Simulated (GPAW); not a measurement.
# ZrTiN2 (R-3m) in GPAW: reference runs

Aim: a first look at ZrTiN2 with PBEsol, on the cell as given.

Program: GPAW 26.7.0. These are calculated values, not measurements. Logs are shortened: lines on timing, memory, paths and dates and some standing lists are left out, and cuts for length are marked. The log counts tension as positive stress, the text compression.

## Step 1: Starting point

Symmetry: R-3m, No. 166, trigonal system. Conventional cell: a = 3.148 Å, b = 3.148 Å, c = 15.354 Å, α = 90.00°, β = 90.00°, γ = 120.00°. Zr (site symmetry -3m) is surrounded by 6 N at 2.28 Å. Ti (site symmetry -3m) is surrounded by 6 N at 2.17 Å. N (site symmetry 3m) has 3 Ti at 2.17 Å and 3 Zr at 2.28 Å as nearest neighbours.

The cell comes from a database or a generator and needn't be the stable form of this composition.

## Step 2: Single point, PBEsol

run.py reads:

```python
from ase import Atoms
from ase.dft.bandgap import bandgap
from ase.io import write
from ase.units import GPa
from gpaw import GPAW, PW, setup_paths

setup_paths.insert(0, '.')

atoms = Atoms(['Zr', 'Ti', 'N', 'N'],
              cell=[[1.5739121241, 0.9086985885, 5.1181518042],
                    [-1.5739121241, 0.9086985885, 5.1181518042],
                    [0.0, -1.8173971771, 5.1181518042]],
              scaled_positions=[[0.5, 0.5, 0.5],
                                [0.0, 0.0, 0.0],
                                [0.256326, 0.256326, 0.256326],
                                [0.743674, 0.743674, 0.743674]],
              pbc=True)

calc = GPAW(mode=PW(800),
            xc='PBEsol',
            kpts={'size': (10, 10, 10), 'gamma': True},
            occupations={'name': 'fermi-dirac', 'width': 0.05},
            nbands=33,
            convergence={'density': 1e-05, 'energy': 1e-05},
            maxiter=150,
            txt='gpaw.txt')
atoms.calc = calc
energy = atoms.get_potential_energy()
forces = atoms.get_forces()
stress = atoms.get_stress()
calc.write('gs.gpw')
write('result.traj', atoms)
print(f'Energy: {energy:.6f} eV')
print('Forces (eV/A):')
print(forces.round(4))
print('Stress (GPa):', (stress / GPa).round(3))
print('Fermi level:', round(calc.get_fermi_level(), 4), 'eV')
print(f'Gap: {bandgap(calc)[0]:.4f} eV, direct: {bandgap(calc, direct=True)[0]:.4f} eV')
```

Potentials or basis: PAW data sets generated in the run's folder for this functional, pw.

Started as:

```sh
$ gpaw-setup -f PBEsol N Ti Zr
$ OMP_NUM_THREADS=1 python run.py
```

gpaw.txt:

```text
__  _  _
 | _ |_)|_||  |
 |__||  | ||/\| - 26.7.0

Input parameters:
  mode=PW(ecut=800.0),
  convergence={'density': 1e-05, 'energy': 1e-05},
  kpts=MonkhorstPack(size=(10, 10, 10), gamma=True),
  maxiter=150,
  nbands=33,
  occupations=Occupations(name='fermi-dirac', width=0.05),
  xc=XC(name='PBEsol')

Diagonalizing LCAO Hamiltonian
Converting LCAO to pw mode

       N

       Zr

       N

       Ti

Atoms  # Å, Bohr magnetons
|   | symbol |         x |         y |         z |    initial magnetic moments |
|---|--------|-----------|-----------|-----------|-----------------------------|
| 0 |     Zr |  0.000000 | -0.000000 |  7.677228 | ( 0.0000,  0.0000,  0.0000) |
| 1 |     Ti |  0.000000 |  0.000000 |  0.000000 | ( 0.0000,  0.0000,  0.0000) |
| 2 |      N | -0.000000 | -0.000000 |  3.935746 | ( 0.0000,  0.0000,  0.0000) |
| 3 |      N | -0.000000 | -0.000000 | 11.418709 | ( 0.0000,  0.0000,  0.0000) |

Unit cell  # Å
| periodic |         x |         y |        z |  lengths |    angles |
|----------|-----------|-----------|----------|----------|-----------|
|      yes |  1.573912 |  0.908699 | 5.118152 | 5.431244 | 33.690591 |
|      yes | -1.573912 |  0.908699 | 5.118152 | 5.431244 | 33.690591 |
|      yes |  0.000000 | -1.817397 | 5.118152 | 5.431244 | 33.690591 |

Number of symmetries: 12
Symmetry operations  # r_c * U_cc + t_c -> r_c
|    | kind |            matrix            |
|----|------|------------------------------|
|  0 |  E   |  1, 0, 0,  0, 1, 0,  0, 0, 1 |
|  1 |  σ   |  1, 0, 0,  0, 0, 1,  0, 1, 0 |
|  2 |  σ   |  0, 1, 0,  1, 0, 0,  0, 0, 1 |
|  3 |  C3  |  0, 1, 0,  0, 0, 1,  1, 0, 0 |
|  4 |  C3  |  0, 0, 1,  1, 0, 0,  0, 1, 0 |
|  5 |  σ   |  0, 0, 1,  0, 1, 0,  1, 0, 0 |
|  6 |  C2  |  0, 0,-1,  0,-1, 0, -1, 0, 0 |
|  7 |  S6  |  0, 0,-1, -1, 0, 0,  0,-1, 0 |
|  8 |  S6  |  0,-1, 0,  0, 0,-1, -1, 0, 0 |
|  9 |  C2  |  0,-1, 0, -1, 0, 0,  0, 0,-1 |
| 10 |  C2  | -1, 0, 0,  0, 0,-1,  0,-1, 0 |
| 11 |  i   | -1, 0, 0,  0,-1, 0,  0, 0,-1 |

BZ-sampling:
  Number of BZ points: 1000
  Number of IBZ points: 116

  Monkhorst-Pack size: [10, 10, 10]
  Monkhorst-Pack shift: [0.05, 0.05, 0.05]

K-points  # in reciprocal-cell coordinates
|     |                                coordinates |     weight |
|-----|--------------------------------------------|------------|
|   0 | (  0.00000000,   0.00000000,   0.00000000) | 0.00100000 |
|   1 | (  0.10000000,   0.00000000,  -0.10000000) | 0.00600000 |
|   2 | (  0.10000000,   0.00000000,   0.00000000) | 0.00600000 |
|   3 | (  0.10000000,   0.10000000,  -0.10000000) | 0.00600000 |
|   4 | (  0.10000000,   0.10000000,   0.00000000) | 0.00600000 |
|   5 | (  0.10000000,   0.10000000,   0.10000000) | 0.00200000 |
|   6 | (  0.20000000,  -0.10000000,  -0.10000000) | 0.00600000 |
|   7 | (  0.20000000,   0.00000000,  -0.20000000) | 0.00600000 |
|   8 | (  0.20000000,   0.00000000,  -0.10000000) | 0.01200000 |
|   9 | (  0.20000000,   0.00000000,   0.00000000) | 0.00600000 |
| ... |                                            |            |
| 115 | (  0.50000000,   0.50000000,   0.50000000) | 0.00100000 |

Plane wave coefficients: 2291
Cutoff: 800.0 eV

Spin-components: 1 (collinear spins)
Bands:           33
Projectors:      22
Spin-degeneracy: 2
Datatype:        complex128

Parallelization:
  kpt:    1
  domain: 1
  band:   1

Density:
  Valence electrons: 34.0
  Components: 1
  Grid points: [36 36 36]
  Charge: 0.0  # |e|

Potential:
  Grid points: [36 36 36]

species:
  Zr:
    name:    Zirconium
    Z:       40.0
    valence: 12
    core:    28
    charge:  0.0  # [|e|]
    compensation charges:
      type: gauss
      rc: 0.40  # [Å]
      lmax: 2
    cutoffs:
      filter: 2.39  # [Å]
      core: 1.59  # [Å]
    projectors
    | kind |    occ | energy [eV] | rcut [Å] |
    |------|--------|-------------|----------|
    |   4s |  2.000 |     -54.429 |    1.323 |
    |   5s |  2.000 |      -4.463 |    1.323 |
    |   4p |  6.000 |     -32.434 |    1.334 |
    |   5p |  0.000 |      -1.454 |    1.334 |
    |   4d |  2.000 |      -3.613 |    1.244 |
    |    d |        |      23.598 |    1.244 |

    Using partial waves for Zr as LCAO basis

  Ti:
    name:    Titanium
    Z:       22.0
    valence: 12
    core:    10
    charge:  0.0  # [|e|]
    compensation charges:
      type: gauss
      rc: 0.38  # [Å]
      lmax: 2
    cutoffs:
      filter: 2.23  # [Å]
      core: 1.02  # [Å]
    projectors
    | kind |    occ | energy [eV] | rcut [Å] |
    |------|--------|-------------|----------|
    |   3s |  2.000 |     -62.441 |    1.270 |
    |   4s |  2.000 |      -4.477 |    1.270 |
    |   3p |  6.000 |     -38.776 |    1.058 |
    |   4p |  0.000 |      -1.449 |    1.058 |
    |   3d |  2.000 |      -4.275 |    1.058 |
    |    d |        |      22.937 |    1.058 |

    Using partial waves for Ti as LCAO basis

  N:
    name:    Nitrogen
    Z:       7.0
    valence: 5
    core:    2
    charge:  0.0  # [|e|]
    compensation charges:
      type: gauss
      rc: 0.18  # [Å]
      lmax: 2
    cutoffs:
      filter: 1.11  # [Å]
      core: 0.96  # [Å]
    projectors
    | kind |    occ | energy [eV] | rcut [Å] |
    |------|--------|-------------|----------|
    |   2s |  2.000 |     -18.455 |    0.603 |
    |   2p |  3.000 |      -7.035 |    0.529 |
    |    s |        |       8.756 |    0.603 |
    |    p |        |      20.177 |    0.529 |
    |    d |        |       0.000 |    0.577 |

    Using partial waves for N as LCAO basis

Reference energy: -123987.538708  # eV

eigensolver:
  PPCG
  Converge bands: occupied
  niter=2

density mixing:
  MSR1-Mixer
  Pratt-step length: 0.05
  Maximum mixing coefficient: 0.75
  Old densities: 10
  SVD Regularization: 0.005
  Good broyden scale: 1.0
  Trust region scale: 1.0
  Backstep threshold: 4.0
  History deletion threshold: 6.0
  Fourier metric: weight=20.0, sigma=0.015

occupation numbers:
  Fermi-Dirac:
    width: 0.0500  # eV

poisson solver:
  ecut: 6400.0  # eV

xc functional:
  name: PBEsol with 2 nearest neighbor stencil

convergence criteria:
- Maximum integral of absolute [dens]ity change: 1e-05 electrons / valence electron
- Maximum [total energy] change in last 3 cyles: 1e-05 eV / valence electron
- Maximum integral of absolute [eigenst]ate change: 4e-08 eV^2 / valence electron
maximum number of iterations: 150

SCF iterations
|iter     | |      energy | eigst |  dens |
|---------|-|-------------|-------|-------|
|iter:   1| |  -43.852585 | +0.27 |       |
|iter:   2| |  -42.509830 | -1.65 | -0.89 |
|iter:   3| |  -39.995268 | -0.94 | -0.97 |
|iter:   4| |  -40.002078 | -2.35 | -1.61 |
|iter:   5| |  -39.994051 | -2.87 | -1.69 |
|iter:   6| |  -39.975355 | -3.21 | -1.83 |
|iter:   7| |  -39.975204 | -4.44 | -2.84 |
|iter:   8| |  -39.975212c| -5.76 | -3.37 |
|iter:   9| |  -39.975213c| -6.91 | -3.89 |
|iter:  10| |  -39.975213c| -8.14c| -4.56 |
|iter:  11| |  -39.975213c| -8.22c| -5.17c|

Converged in 11 steps
Energy contributions relative to reference atoms: (reference = -123987.538708)

Energy contributions:
  Kinetic:          23.821572
  Coulomb:         -28.322322
  Zero:              0.546576
  External:          0.000000
  Xc:              -36.015257
  Entropy:          -0.011564
  Spinorbit:         0.000000
  ----------------------------
  Free energy:     -39.980995
  Extrapolated:    -39.975213

dipole moment: (0.000000, 0.000000, -49.140190)  # |e|*Ang

Fermi level: 12.199
Eigenvalues  # (at kpt = [0.000, 0.000, 0.000])
| band index |      eig [eV] | occ [0-2] |
|------------|---------------|-----------|
|          0 |       -45.401 |     2.000 |
|        ... |               |           |
|         11 |         6.764 |     2.000 |
|         12 |         6.764 |     2.000 |
|         13 |         9.929 |     2.000 |
|         14 |         9.929 |     2.000 |
|         15 |        10.007 |     2.000 |
|         16 |        11.695 |     2.000 |
[... 8 lines left out ...]
|         25 |        17.317 |     0.000 |
|         26 |        18.807 |     0.000 |
|        ... |               |           |
|         32 |        34.785 |     0.000 |

No gap
No difference between direct/indirect transitions

Forces  # eV/Ang
|        x |        y |        z |
|----------|----------|----------|
|  0.00000 | -0.00000 |  0.00000 |  # Zr   0
|  0.00000 |  0.00000 | -0.00000 |  # Ti   1
| -0.00000 |  0.00000 | -0.31436 |  # N    2
| -0.00000 | -0.00000 |  0.31436 |  # N    3

Stress tensor  # eV/Ang^3
|         x |         y |         z |
|-----------|-----------|-----------|
|  0.071656 | -0.000000 | -0.000000 |
|  0.000000 |  0.071656 |  0.000000 |
| -0.000000 |  0.000000 |  0.068085 |

# Writing to gs.gpw (mode='')
```

Wall time 6 min (1 thread of Arm Neoverse V2, shared host); peak memory 0.44 GiB.

Results:

- Free energy: -39.9810 eV
- Pressure: -11.3 GPa
- Largest force: 0.314 eV/Å
- Band gap on the k mesh: none (metal or under the smearing width)

Forces in eV/Å, atoms in the order of the input:
```
Zr   0.000  0.000  0.000
Ti   0.000  0.000  0.000
N    0.000  0.000 -0.314
N    0.000  0.000  0.314
```

Stress tensor (GPa, compression positive):
```
-11.48   0.00   0.00
  0.00 -11.48   0.00
  0.00   0.00 -10.91
```

Caveat: the program warned that so skewed a cell can give wrong results.
